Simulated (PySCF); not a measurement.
# doublet InCl+: levels of theory compared

We compute a comparison of 3 runs (UPBE/def2-TZVPPD, USVWN5/def2-TZVPPD, UCCSD(T)/def2-TZVPPD) of doublet InCl+. Input form: a Python script.

The results are computed with PySCF 2.14.0.

1 further run of the same task is left out (set aside as unsound or not needed).

## Step 1: The system as given

InCl+ has 2 atoms, charge +1, and is taken as a doublet. SMILES of the parent species: `[Cl][In]`. The shape is that of a PBE0-D4/def2-TZVP optimisation. That shape belongs to the parent species and isn't relaxed for this state.

Bond lengths: Cl1–In2 2.414 Å.

## Step 2: A single-point energy at UPBE/def2-TZVPPD (core potential) (run 1)

input.py

```python
from pyscf import gto, dft

mol = gto.Mole()
mol.atom = '''
Cl     0.000000     0.000000    -0.026324
In     0.000000     0.000000     4.534568
'''
mol.basis = 'def2-tzvppd'
mol.charge = 1
mol.verbose = 4
mol.spin = 1
mol.unit = 'bohr'
mol.ecp = {'In': 'def2-svp'}
mol.max_memory = 1860
mol.build()

mf = dft.UKS(mol)
mf.xc = 'pbe'
mf.conv_tol = 1e-10
mf.grids.level = 5
mf.kernel()
if not mf.converged:
    mf = mf.newton().run(mf.mo_coeff, mf.mo_occ)

e_tot = mf.e_tot
print('E = %.10f Eh' % e_tot)
```

Run with:

```console
OMP_NUM_THREADS=1 python input.py
```

What it wrote:

```text
PySCF version 2.14.0

[INPUT] num. atoms = 2
[INPUT] num. electrons = 37
[INPUT] charge = 1
[INPUT] spin (= nelec alpha-beta = 2S) = 1
[INPUT] symmetry False subgroup None
[INPUT] Mole.unit = bohr
[INPUT] Symbol           X                Y                Z      unit          X                Y                Z       unit  Magmom
[INPUT]  1 Cl     0.000000000000   0.000000000000  -0.013930060900 AA    0.000000000000   0.000000000000  -0.026324000000 Bohr   0.0
[INPUT]  2 In     0.000000000000   0.000000000000   2.399590046967 AA    0.000000000000   0.000000000000   4.534568000000 Bohr   0.0

nuclear repulsion = 78.2741621595074
number of shells = 35
number of NR pGTOs = 169
number of NR cGTOs = 107
basis = def2-tzvppd
ecp = {'In': 'def2-svp'}

[... 36 lines left out ...]
WARN: beta  nocc = 18  HOMO -0.588495541752834 >= LUMO -0.588495541752633
[... 1 line left out ...]
WARN: HOMO -0.588495541752531 >= LUMO -0.588495541752633
[... 58 lines left out ...]
converged SCF energy = -649.900992360092  <S^2> = 0.75336243  2S+1 = 2.0033596
E = -649.9009923601 Eh
```

Wall time 16 s (1 thread of Arm Neoverse V2, shared host); peak memory 0.54 GiB.

## Step 3: A single-point energy at USVWN5/def2-TZVPPD (core potential) (run 2)

job.py

```python
from pyscf import gto, dft

molecule = gto.Mole()
molecule.atom = [
    ('Cl', (0.000000, -0.000000, -0.013930)),
    ('In', (-0.000000, 0.000000, 2.399590)),
]
molecule.verbose = 4
molecule.ecp = {'In': 'def2-svp'}
molecule.basis = 'def2-tzvppd'
molecule.charge = 1
molecule.max_memory = 1860
molecule.spin = 1
molecule.build()

calc0 = dft.UKS(molecule, xc='svwn')
calc0.grids.level = 5
calc0.conv_tol = 1e-10
calc0.kernel()
if not calc0.converged:
    calc0 = calc0.newton().run(calc0.mo_coeff, calc0.mo_occ)

etot = calc0.e_tot
print(f'total energy: {etot:.8f} hartree')
```

Run with:

```console
OMP_NUM_THREADS=1 python job.py
```

What it wrote:

```text
PySCF version 2.14.0

[INPUT] num. atoms = 2
[INPUT] num. electrons = 37
[INPUT] charge = 1
[INPUT] spin (= nelec alpha-beta = 2S) = 1
[INPUT] symmetry False subgroup None
[INPUT] Mole.unit = angstrom
[INPUT] Symbol           X                Y                Z      unit          X                Y                Z       unit  Magmom
[INPUT]  1 Cl     0.000000000000   0.000000000000  -0.013930000000 AA    0.000000000000   0.000000000000  -0.026323884915 Bohr   0.0
[INPUT]  2 In     0.000000000000   0.000000000000   2.399590000000 AA    0.000000000000   0.000000000000   4.534567911245 Bohr   0.0

nuclear repulsion = 78.274165657811
number of shells = 35
number of NR pGTOs = 169
number of NR cGTOs = 107
basis = def2-tzvppd
ecp = {'In': 'def2-svp'}

[... 35 lines left out ...]
WARN: beta  nocc = 18  HOMO -0.593317404847872 >= LUMO -0.593317404847589
[... 4 lines left out ...]
WARN: beta  nocc = 18  HOMO -0.269835511078543 >= LUMO -0.2693635508482
[... 1 line left out ...]
WARN: HOMO -0.269835511078543 >= LUMO -0.2693635508482
[... 50 lines left out ...]
converged SCF energy = -648.28111661712  <S^2> = 0.75182011  2S+1 = 2.0018193
total energy: -648.28111662 hartree
```

Run time: 11 s. Hardware: 1 thread of Arm Neoverse V2, shared host; peak memory 0.37 GiB.

## Step 4: A single-point energy at UCCSD(T)/def2-TZVPPD (core potential) (run 3)

run.py

```python
from pyscf import gto, scf, cc

system = gto.Mole()
system.atom = 'Cl 0.000000 -0.000000 -0.013930; In -0.000000 0.000000 2.399590'
system.max_memory = 1860
system.charge = 1
system.verbose = 4
system.ecp = {'In': 'def2-svp'}
system.spin = 1
system.basis = 'def2-tzvppd'
system.build()

myscf = scf.UHF(system)
myscf.conv_tol = 1e-10
myscf.kernel()
if not myscf.converged:
    myscf = myscf.newton().run(myscf.mo_coeff, myscf.mo_occ)

mycc = cc.CCSD(myscf, frozen=9)
mycc.kernel()
e_t = mycc.ccsd_t()
e_tot = mycc.e_tot + e_t
print(f'total energy: {e_tot:.8f} hartree')
```

Run with:

```console
OMP_NUM_THREADS=1 python run.py
```

What it wrote:

```text
PySCF version 2.14.0

[INPUT] num. atoms = 2
[INPUT] num. electrons = 37
[INPUT] charge = 1
[INPUT] spin (= nelec alpha-beta = 2S) = 1
[INPUT] symmetry False subgroup None
[INPUT] Mole.unit = angstrom
[INPUT] Symbol           X                Y                Z      unit          X                Y                Z       unit  Magmom
[INPUT]  1 Cl     0.000000000000   0.000000000000  -0.013930000000 AA    0.000000000000   0.000000000000  -0.026323884915 Bohr   0.0
[INPUT]  2 In     0.000000000000   0.000000000000   2.399590000000 AA    0.000000000000   0.000000000000   4.534567911245 Bohr   0.0

nuclear repulsion = 78.274165657811
number of shells = 35
number of NR pGTOs = 169
number of NR cGTOs = 107
basis = def2-tzvppd
ecp = {'In': 'def2-svp'}

[... 77 lines left out ...]
converged SCF energy = -648.499362868369  <S^2> = 0.79634109  2S+1 = 2.0458163
[... 12 lines left out ...]
Init t2, MP2 energy = -0.414973385968741
[... 16 lines left out ...]
UCCSD converged
[... 2 lines left out ...]
total energy: -648.94493018 hartree
```

Run time: 4.6 min. Hardware: 1 thread of Arm Neoverse V2, shared host; peak memory 4.1 GiB.

## Step 5: All runs side by side

| run | level | integration grid | frozen core orbitals | energy (Eh) | HOMO energy (eV) | LUMO energy (eV) | ⟨S²⟩ | wall time |
| --- | --- | --- | --- | --- | --- | --- | --- | --- |
| 1 | UPBE/def2-TZVPPD (core potential) | 5 | – | -649.900992 | -13.44 | -12.66 | 0.753 | 16 s |
| 2 | USVWN5/def2-TZVPPD (core potential) | 5 | – | -648.281117 | -13.63 | -13.05 | 0.752 | 11 s |
| 3 | UCCSD(T)/def2-TZVPPD (core potential) | – | 9 | -648.944930 | -17.11 | -7.83 | 0.796 | 4.6 min |

## Step 6: Outcome

```
                                                         quantity          value
                                              run 3: total energy  -648.94493 Eh
run 3: HOMO energy (Hartree–Fock orbitals) (highest over α and β)      -17.11 eV
 run 3: LUMO energy (Hartree–Fock orbitals) (lowest over α and β)       -7.83 eV
               run 3: correlation energy (9 core orbitals frozen)     -445.6 mEh
                                            run 3: (T) correction     -15.71 mEh
                         run 3: ⟨S²⟩ of the reference determinant          0.796
                                             run 3: T1 diagnostic          0.021
```

**Reading.** Totals of different functionals can't be ranked against each other. All runs together took 5 min, the longest 4.6 min.
